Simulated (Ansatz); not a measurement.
# BH4NOSi: basis-set convergence

How large a basis does BH4NOSi need? Two functionals are run in growing sets.

Method: one geometry, several basis sets; program: Ansatz 0.2.0, Gaussian basis.

The runs, in order: PBE0-D4/def2-SVP; ωB97M-V/def2-SVP; PBE0-D4/def2-QZVPP; ωB97M-V/def2-QZVPP; the functionals' def2-TZVPP values are taken from earlier runs.

### 1 Structure used throughout

All runs share one geometry, relaxed beforehand with PBE0-D4 in a triple-zeta def2 set.

SMILES `NB1O[SiH2]1`, 8 atoms, charge 0, spin multiplicity 1.

Atoms are counted from 1 here; the program's logs count them from 0.

Bond lengths: N1–B2 1.384 Å, N1–H5 1.003 Å, N1–H6 1.007 Å, B2–O3 1.370 Å, B2–Si4 1.889 Å, O3–Si4 1.728 Å, Si4–H7 1.484 Å, Si4–H8 1.484 Å. Angles: B2–N1–H5 122.8°, B2–N1–H6 122.3°, H5–N1–H6 114.9°, N1–B2–O3 132.1°, N1–B2–Si4 166.3°, O3–B2–Si4 61.6°, B2–O3–Si4 74.2°, B2–Si4–O3 44.2°, B2–Si4–H7 125.1°, B2–Si4–H8 125.1°, O3–Si4–H7 113.0°, O3–Si4–H8 113.0°, H7–Si4–H8 109.6°.

### 2 PBE0-D4 in def2-SVP

The input, in.yaml:

```yaml
crystal:
  periodic: [false, false, false]
  atoms:
    - {symbol: N, position_ang: [-0.560368, 1.583653, -0.439149]}
    - {symbol: B, position_ang: [-0.094387, 0.343694, -0.038669]}
    - {symbol: O, position_ang: [0.408156, -0.107998, 1.153457]}
    - {symbol: Si, position_ang: [0.438647, -1.464844, 0.084438]}
    - {symbol: H, position_ang: [-0.903440, 1.762066, -1.364592]}
    - {symbol: H, position_ang: [-0.580019, 2.377415, 0.180507]}
    - {symbol: H, position_ang: [1.810268, -1.970094, -0.171624]}
    - {symbol: H, position_ang: [-0.426756, -2.580993, 0.539932]}
basis:
  gaussian: {orbitals: def2-SVP}
hamiltonian: {xc: pbe0, dispersion: d4}
output: {orbitals: {seedname: orbitals}}
```

Command:

```console
> ansatz run in.yaml --threads 2 --pin off --events-out ev --progress --plain --max-ram 4352MiB
```

After this run come: ωB97M-V in def2-SVP; PBE0-D4 in def2-QZVPP; ωB97M-V in def2-QZVPP.

Q: Predict the results of all the runs planned. Wanted: PBE0-D4: double and triple zeta above quadruple; ωB97M-V: double and triple zeta above quadruple.

The runs gave:

| quantity | value |
| --- | --- |
| PBE0-D4: double and triple zeta above quadruple | 8.38, 0.52 eV |
| ωB97M-V: double and triple zeta above quadruple | 8.49, 0.48 eV |

For PBE0-D4 the step from double to triple zeta gains 7.86 eV and the next only 0.52 eV. Total energies overstate the basis error of differences, where much of it tends to cancel. The LUMO of ωB97M-V is positive and keeps falling with the basis (1.89 to 1.01 eV): an unbound level that the basis holds in place.
